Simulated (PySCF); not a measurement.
# Pb2 (Pb2): the cost of one run

The runs use PySCF 2.14.0; BP86, Pb def2-SVP with ECP60; scalar-relativistic core potentials, no spin–orbit coupling.

3 further runs of the same task are left out: 2 for a known fault of the program, 1 that didn't finish.

## Step 1: The starting structure

2 atoms, charge 0, spin multiplicity 1.

Bond lengths: Pb1–Pb2 3.050 Å.

As a file:

```xyz
2
Pb2
Pb    0.0000    0.0000    1.5250
Pb    0.0000    0.0000   -1.5250
```

## Step 2: SCF at the start, singlet

run.py (the lines that set the calculation)

```python
mol = gto.M(atom='''
Pb     0.00000     0.00000     1.52500
Pb     0.00000     0.00000    -1.52500''',
    basis={'Pb': 'def2-SVP'},
    ecp={'Pb': 'def2-SVP'},
    charge=0, spin=0)
mf = dft.RKS(mol, xc='B88,P86')
mf.grids.atom_grid = (50, 194)
mf = mf.density_fit()  # fitting sets: Pb def2-universal-JKFIT
mf.conv_tol = 1e-08; mf.max_cycle = 55
mf.kernel(dm0)  # dm0: free metal ions and neutral atoms
```

Started as:

```sh
$ OMP_NUM_THREADS=2 python run.py
```

Q: Estimate wall time and peak memory on 2 threads of Intel Xeon Platinum 8488C (Sapphire Rapids), shared host.

About 14 s, with a peak of 0.3 GiB.
